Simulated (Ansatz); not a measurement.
**CHBOSe (SMILES [Se]=C1BO1): functionals against CCSD(T) at one geometry**

Aim: energy, forces and dipole at a structure displaced at random from a GFN2-xTB minimum, from CCSD(T) and from density functionals.

Program: Ansatz 0.2.0, Gaussian basis. Level of theory: single points in def2-TZVPP. These are calculated values, not measurements.

Cores are frozen in the correlated methods. Filled d shells of the heavier atoms are correlated.

### Step 1. The starting structure

5 atoms, charge 0, spin multiplicity 1.

Atoms are counted from 1 here; the program's logs count them from 0.

Bond lengths: Se1–C2 1.731 Å, C2–B3 1.458 Å, C2–O4 1.416 Å, B3–O4 1.337 Å, B3–H5 1.173 Å. Angles: Se1–C2–B3 173.7°, Se1–C2–O4 130.7°, B3–C2–O4 55.4°, C2–B3–O4 60.7°, C2–B3–H5 161.6°, O4–B3–H5 137.7°, C2–O4–B3 63.9°.

Coordinates:

```xyz
5

Se   -2.3237   -0.3525   -0.2285
C    -0.6280   -0.0529   -0.0523
B     0.7731    0.3431    0.0324
O     0.4454   -0.9428    0.1963
H     1.7447    1.0000    0.0543
```

### Step 2. CCSD(T)/def2-TZVPP

run/in.yaml reads:

```yaml
crystal:
  periodic: [false, false, false]
  atoms:
    - {symbol: Se, position_ang: [-2.323700, -0.352500, -0.228500]}
    - {symbol: C, position_ang: [-0.628000, -0.052900, -0.052300]}
    - {symbol: B, position_ang: [0.773100, 0.343100, 0.032400]}
    - {symbol: O, position_ang: [0.445400, -0.942800, 0.196300]}
    - {symbol: H, position_ang: [1.744700, 1.000000, 0.054300]}
basis:
  gaussian: {orbitals: def2-TZVPP}
correlation: {method: ccsd_t}
output: {forces: true}
```

No record of the launch command was kept for these runs.

### Step 3. PBE0-D4/def2-TZVPP

run/in.yaml, as its differences from that of step 2:

```diff
@@ -10,3 +10,3 @@
   gaussian: {orbitals: def2-TZVPP}
-correlation: {method: ccsd_t}
-output: {forces: true}
+hamiltonian: {xc: pbe0, dispersion: d4}
+output: {forces: true, orbitals: {seedname: orbitals}}
```

### Step 4. wB97M-V/def2-TZVPP

run/in.yaml, as its differences from that of step 3:

```diff
@@ -10,3 +10,3 @@
   gaussian: {orbitals: def2-TZVPP}
-hamiltonian: {xc: pbe0, dispersion: d4}
-output: {forces: true, orbitals: {seedname: orbitals}}
+hamiltonian: {xc: {name: wB97M-V}}
+output: {forces: true}
```

### Step 5. r2SCAN-D4/def2-TZVPP

run/in.yaml, as its differences from that of step 4:

```diff
@@ -10,3 +10,3 @@
   gaussian: {orbitals: def2-TZVPP}
-hamiltonian: {xc: {name: wB97M-V}}
+hamiltonian: {xc: r2scan, dispersion: d4}
 output: {forces: true}
```

### Step 6. PBE-D4/def2-TZVPP

run/in.yaml, as its differences from that of step 5:

```diff
@@ -10,3 +10,3 @@
   gaussian: {orbitals: def2-TZVPP}
-hamiltonian: {xc: r2scan, dispersion: d4}
+hamiltonian: {xc: pbe, dispersion: d4}
 output: {forces: true}
```

### Step 7. BLYP-D4/def2-TZVPP

run/in.yaml, as its differences from that of step 6:

```diff
@@ -10,3 +10,3 @@
   gaussian: {orbitals: def2-TZVPP}
-hamiltonian: {xc: pbe, dispersion: d4}
+hamiltonian: {xc: {name: BLYP}, dispersion: d4}
 output: {forces: true}
```

### Step 8. r2SCAN0-D4/def2-TZVPP

run/in.yaml, as its differences from that of step 7:

```diff
@@ -10,3 +10,3 @@
   gaussian: {orbitals: def2-TZVPP}
-hamiltonian: {xc: {name: BLYP}, dispersion: d4}
+hamiltonian: {xc: {name: r2SCAN0}, dispersion: d4}
 output: {forces: true}
```

(Steps that only read results are left out.)

Q: Predict the outcome of this session. Wanted: energy less free atoms, CCSD(T)/def2-TZVPP; RMS force component; RMS force error; HOMO and LUMO, PBE0-D4; T1 diagnostic.

As calculated:

| quantity | value |
| --- | --- |
| energy less free atoms, CCSD(T)/def2-TZVPP | -1875.2 kJ/mol |
| RMS force component | 0.420 to 0.885 eV/Å over the methods |
| RMS force error | PBE0-D4 0.353, wB97M-V 0.327, r2SCAN-D4 0.158, PBE-D4 0.176, BLYP-D4 0.268, r2SCAN0-D4 0.455 eV/Å |
| HOMO and LUMO, PBE0-D4 | -6.60 and -2.79 eV |
| T1 diagnostic | 0.017 |

In words: Against CCSD(T) the functionals' energies less atoms differ by -194.9 to -33.5 kJ/mol, PBE-D4 by -194.9 kJ/mol. The reference is not at the basis limit: in triple zeta CCSD(T) underbinds, which counts against methods that bind more; the gaps are no ranking. For forces r2SCAN-D4 does best and r2SCAN0-D4 worst. Frozen-core CCSD(T) forces in triple zeta carry basis errors of their own, and this is one geometry, so small gaps rank nothing. The restricted Hartree–Fock reference is unstable towards an unrestricted one at one or more of these structures.
